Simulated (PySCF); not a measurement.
# CoF₃: quintet, from a trigonal planar start

Where does quintet CoF₃ go from a trigonal planar start, is the end point a minimum, and what are its modes, charges and moments?

The runs use PySCF 2.14.0; PBE0, basis Co def2-TZVP, F def2-TZVP, no relativity, density fitting.

### 1 Starting geometry

4 atoms, charge 0, spin multiplicity 5.

Bond lengths: Co1–F2 1.750 Å, Co1–F3 1.750 Å, Co1–F4 1.750 Å. Angles: F2–Co1–F3 120.0°, F2–Co1–F4 120.0°, F3–Co1–F4 120.0°.

Coordinates in bohr (charge 0 multiplicity 5):
```
Co    0.0000    0.0000    0.0000
F     3.3070    0.0000    0.0000
F    -1.6535    2.8639    0.0000
F    -1.6535   -2.8639    0.0000
```

### 2 Finding the electronic state

The steps below are one call of a driver around PySCF. For each, scf.py gives the equivalent set-up of the SCF; relaxations use the driver's own optimiser. After this first run the driver tries any further starts and a stability analysis.

scf.py

```python
from pyscf import gto, scf, dft
mol = gto.M(atom='''
Co     0.000000     0.000000     0.000000
F      1.750000     0.000000     0.000000
F     -0.875000     1.515500     0.000000
F     -0.875000    -1.515500     0.000000''',
    basis={'Co': 'def2-TZVP', 'F': 'def2-TZVP'},
    charge=0, spin=4)
mf = dft.UKS(mol, xc='PBE0')
mf.grids.atom_grid = (50, 194)
aux = {'Co': 'def2-universal-JKFIT', 'F': 'def2-universal-JKFIT'}
mf = mf.density_fit(auxbasis=aux)
mf.conv_tol = 1e-08
mf.diis_space = 10
mf.max_cycle = 60
mf.init_guess = 'minao'
mf.verbose = 4
mf.kernel()
```

The run is started by

```bash
$ OMP_NUM_THREADS=4 python axn.py task.json out
```

After this run come: Relaxing the quintet from the trigonal planar start; Vibrations and properties at this point.

**Question.** What will these runs give? Wanted: minimum; geometry; wavenumbers; dipole moment; highest occupied, lowest empty level; polar-tensor charge of Co1; zero-point energy; atomisation energy; ⟨S²⟩.

As calculated:

```
                                          quantity                                      value
                                           minimum                               quintet, D3h
                                          geometry      Co–F 1.719 Å (×3); F–Co–F 120.0° (×3)
                                wavenumbers (cm⁻¹)  152 (e'), 156 (a2''), 664 (a1'), 740 (e')
                                     dipole moment                                     0.00 D
highest occupied, lowest empty level (either spin)                           -11.19, -5.45 eV
                        polar-tensor charge of Co1                                    +1.83 e
                                 zero-point energy                                15.6 kJ/mol
                               entropy at 298.15 K                            309.9 J/(mol K)
         atomisation energy (no zero-point energy)                                1209 kJ/mol
                                              ⟨S²⟩                                      6.012
```

In words: The molecule stays D3h, as typed, and the end point is a minimum. In the infrared the band at 740 cm⁻¹ (e', stretch) leads. The dipole vanishes although Co1 carries +1.8 e by the polar tensor: the bond dipoles cancel. Most of the spin sits on Co1 (Mulliken spin 3.12, against 4 for the whole molecule). Other starts or spin states, not run here, may lie lower. One determinant may miss the lowest occupation of an open d or f shell.
